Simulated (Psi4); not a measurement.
# SCAN/3-21G (sweep point 2) run of GeF2 (SMILES [F][Ge][F])

Aim: the vertical electron affinity of GeF2 at SCAN/3-21G (sweep point 2), from 2 runs. Input form: a Python script.

The calculation is run with Psi4 1.11.

## (1) The molecule

GeF2 has 3 atoms, charge 0, and is taken as a singlet. As SMILES, `[F][Ge][F]`. The coordinates come from a PBE0-D4/def2-TZVP relaxation.

Bond lengths: F1–Ge2 1.745 Å, Ge2–F3 1.745 Å. Angles: F1–Ge2–F3 97.2°.

## (2) A single-point energy at SCAN/3-21G (sweep point 2)

The input, run.py:

```python
import psi4

psi4.set_memory(1600000000)
psi4.set_num_threads(1)
psi4.set_output_file('psi4.out', False)

mol = psi4.geometry("""
0 1
F     -0.675900    -1.101800    -0.497500
Ge     0.637500    -0.295200     0.320200
F      0.027600     1.332100     0.164100
units angstrom
symmetry c1
""")

psi4.set_options(dict(basis='3-21G', puream=True, scf_type='pk', dft_radial_points=99, dft_spherical_points=590))

result, w = psi4.energy('scan', return_wfn=True)
print(f'scan energy: {result:.10f} Eh')
for k, v in sorted(psi4.core.scalar_variables().items()):
    print(f'{k:45s} {v:18.10f}')
```

Command:

```bash
$ python run.py
```

psi4.out:

```text
[...]
  Running in c1 symmetry.
[...]
  Nuclear repulsion =  191.062717603408373
[...]
  Multiplicity = 1
[...]
  Nalpha       = 25
  Nbeta        = 25
[...]
    Number of basis functions: 40
[...]
   @RKS iter   1: -2265.49135537277562   -3.44701e+00   1.66207e-02 DIIS/ADIIS
[...]
   @RKS iter   8: -2265.71247444923119   -6.18820e-09   6.18588e-07 DIIS
[...]
    Orbital Energies [Eh]
    ---------------------
    Doubly Occupied:
       1A   -395.534288     2A    -49.387902     3A    -43.778512
       4A    -43.777133     5A    -43.775912     6A    -24.332021
       7A    -24.331450     8A     -6.128501     9A     -4.259996
      10A     -4.255350    11A     -4.251706    12A     -1.120140
      13A     -1.119683    14A     -1.029307    15A     -1.026319
      16A     -1.023916    17A     -1.022997    18A     -1.003648
      19A     -0.480574    20A     -0.381488    21A     -0.358043
      22A     -0.348984    23A     -0.323057    24A     -0.316103
      25A     -0.261563
[...]
  @RKS Final Energy: -2265.71247444923119
   => Energetics <=
    Nuclear Repulsion Energy =            191.0627176034083732
    One-Electron Energy =               -3543.8252707021633796
    Two-Electron Energy =                1187.1494977495592593
    DFT Exchange-Correlation Energy =    -100.0994191000353624
    Empirical Dispersion Energy =           0.0000000000000000
    VV10 Nonlocal Energy =                  0.0000000000000000
    Total Energy =                      -2265.7124744492311947
[...]
 Multipole Moments:
 ------------------------------------------------------------------------------------
     Multipole            Electronic (a.u.)      Nuclear  (a.u.)        Total (a.u.)
 ------------------------------------------------------------------------------------
 L = 1.  Multiply by 2.5417464519 to convert [e a0] to [Debye]
 Dipole X            :          2.6930367           -2.0857990            0.6072377
 Dipole Y            :         -1.0308861            0.7983941           -0.2324919
 Dipole Z            :          0.0000000            0.0000000            0.0000000
 Magnitude           :                                                    0.6502231
[...]
```

Standard output:

```text
scan energy: -2265.7124744492 Eh
CURRENT ENERGY                                  -2265.7124744492
CURRENT REFERENCE ENERGY                        -2265.7124744492
DD SOLVATION ENERGY                                 0.0000000000
DFT FUNCTIONAL TOTAL ENERGY                     -2265.7124744492
DFT TOTAL ENERGY                                -2265.7124744492
DFT VV10 ENERGY                                     0.0000000000
DFT XC ENERGY                                    -100.0994191000
GRID ELECTRONS ALPHA                               24.9999991224
GRID ELECTRONS BETA                                24.9999991224
GRID ELECTRONS TOTAL                               49.9999982448
NUCLEAR REPULSION ENERGY                          191.0627176034
ONE-ELECTRON ENERGY                             -3543.8252707022
PCM POLARIZATION ENERGY                             0.0000000000
PE ENERGY                                           0.0000000000
SCF ITERATION ENERGY                            -2265.7124744492
SCF ITERATIONS                                      8.0000000000
SCF TOTAL ENERGY                                -2265.7124744492
TWO-ELECTRON ENERGY                              1187.1494977496
XC GRID RADIAL POINTS                              99.0000000000
XC GRID SPHERICAL POINTS                          590.0000000000
XC GRID TOTAL POINTS                           167374.0000000000
```

Wall time 3.9 s (1 thread of Intel Xeon 6975P-C (Granite Rapids), shared host); peak memory 0.58 GiB.

## (3) The doublet anion

The input, calc.py:

```python
import psi4

psi4.set_memory(1600000000)
psi4.set_num_threads(1)
psi4.core.set_output_file('psi4.out', False)

m = psi4.geometry("""
-1 2
F     -0.675900    -1.101800    -0.497500
Ge     0.637500    -0.295200     0.320200
F      0.027600     1.332100     0.164100
units angstrom
symmetry c1
""")

psi4.set_options({
    'basis': '3-21G',
    'reference': 'uks',
    'puream': True,
    'scf_type': 'pk',
    'dft_radial_points': 99,
    'dft_spherical_points': 590,
    'maxiter': 150,
})

result = psi4.energy("scan")
print(f'scan energy: {result:.10f} Eh')
for k, v in sorted(psi4.core.scalar_variables().items()):
    print(f'{k:45s} {v:18.10f}')
```

Command:

```bash
$ python calc.py
```

psi4.out:

```text
[...]
  Running in c1 symmetry.
[...]
  Nuclear repulsion =  191.062717603408373
[...]
  Multiplicity = 2
[...]
  Nalpha       = 26
  Nbeta        = 25
[...]
    Number of basis functions: 40
[...]
   @UKS iter   1: -2265.31923909101306   -3.27489e+00   1.85521e-02 ADIIS/DIIS
[...]
   @UKS iter   7: -2265.69985393493698   -7.04813e-08   9.99016e-07 DIIS
[...]
   @S^2 Observed:                7.511743387E-01
[...]
    Orbital Energies [Eh]
    ---------------------
    Alpha Occupied:
       1A   -395.226631     2A    -49.081273     3A    -43.471436
       4A    -43.470383     5A    -43.470022     6A    -24.052940
       7A    -24.052368     8A     -5.824215     9A     -3.953649
      10A     -3.950687    11A     -3.950414    12A     -0.849223
      13A     -0.846341    14A     -0.723829    15A     -0.723202
      16A     -0.720461    17A     -0.718613    18A     -0.712146
      19A     -0.216024    20A     -0.120049    21A     -0.101368
      22A     -0.090845    23A     -0.063268    24A     -0.058155
      25A     -0.004902    26A      0.130684
    Alpha Virtual:
[...]
  @UKS Final Energy: -2265.69985393493698
   => Energetics <=
    Nuclear Repulsion Energy =            191.0627176034083732
    One-Electron Energy =               -3558.1758962934600277
    Two-Electron Energy =                1201.8374832786730622
    DFT Exchange-Correlation Energy =    -100.4241585235585177
    Empirical Dispersion Energy =           0.0000000000000000
    VV10 Nonlocal Energy =                  0.0000000000000000
    Total Energy =                      -2265.6998539349369821
[...]
 Multipole Moments:
 ------------------------------------------------------------------------------------
     Multipole            Electronic (a.u.)      Nuclear  (a.u.)        Total (a.u.)
 ------------------------------------------------------------------------------------
 L = 1.  Multiply by 2.5417464519 to convert [e a0] to [Debye]
 Dipole X            :          2.1186231           -2.0857990            0.0328241
 Dipole Y            :         -0.8109633            0.7983941           -0.0125692
 Dipole Z            :          0.0000000            0.0000000            0.0000000
 Magnitude           :                                                    0.0351483
[...]
```

On the terminal:

```text
scan energy: -2265.6998539349 Eh
CURRENT ENERGY                                  -2265.6998539349
CURRENT REFERENCE ENERGY                        -2265.6998539349
DD SOLVATION ENERGY                                 0.0000000000
DFT FUNCTIONAL TOTAL ENERGY                     -2265.6998539349
DFT TOTAL ENERGY                                -2265.6998539349
DFT VV10 ENERGY                                     0.0000000000
DFT XC ENERGY                                    -100.4241585236
GRID ELECTRONS ALPHA                               25.9999991530
GRID ELECTRONS BETA                                24.9999991532
GRID ELECTRONS TOTAL                               50.9999983062
NUCLEAR REPULSION ENERGY                          191.0627176034
ONE-ELECTRON ENERGY                             -3558.1758962935
PCM POLARIZATION ENERGY                             0.0000000000
PE ENERGY                                           0.0000000000
SCF ITERATION ENERGY                            -2265.6998539349
SCF ITERATIONS                                      7.0000000000
SCF TOTAL ENERGY                                -2265.6998539349
TWO-ELECTRON ENERGY                              1201.8374832787
XC GRID RADIAL POINTS                              99.0000000000
XC GRID SPHERICAL POINTS                          590.0000000000
XC GRID TOTAL POINTS                           167374.0000000000
```

It took 4.5 s on 1 thread of Intel Xeon 6975P-C (Granite Rapids), shared host; peak memory 0.58 GiB.

## (4) What came out

At SCAN/3-21G (sweep point 2):

```
                                         quantity           value
                       singlet GeF2: total energy  -2265.71247 Eh
                      singlet GeF2: dipole moment          1.65 D
                        singlet GeF2: HOMO energy        -7.12 eV
                        singlet GeF2: LUMO energy        -2.78 eV
                      singlet GeF2: HOMO–LUMO gap         4.33 eV
                      doublet anion: total energy  -2265.69985 Eh
doublet anion: HOMO energy (highest over α and β)         3.56 eV
 doublet anion: LUMO energy (lowest over α and β)         5.04 eV
                              doublet anion: ⟨S²⟩           0.751
vertical electron affinity (to the doublet anion)       -0.343 eV
```

The anion lies 0.34 eV (33.1 kJ/mol) above the neutral: the electron isn't bound at this level, and such a value depends on the basis. Without diffuse functions anions come out too high. The HOMO (doublet anion) lies at positive energy, 3.56 eV, as semi-local functionals often give for anions; only total energies tell whether the electron is bound.
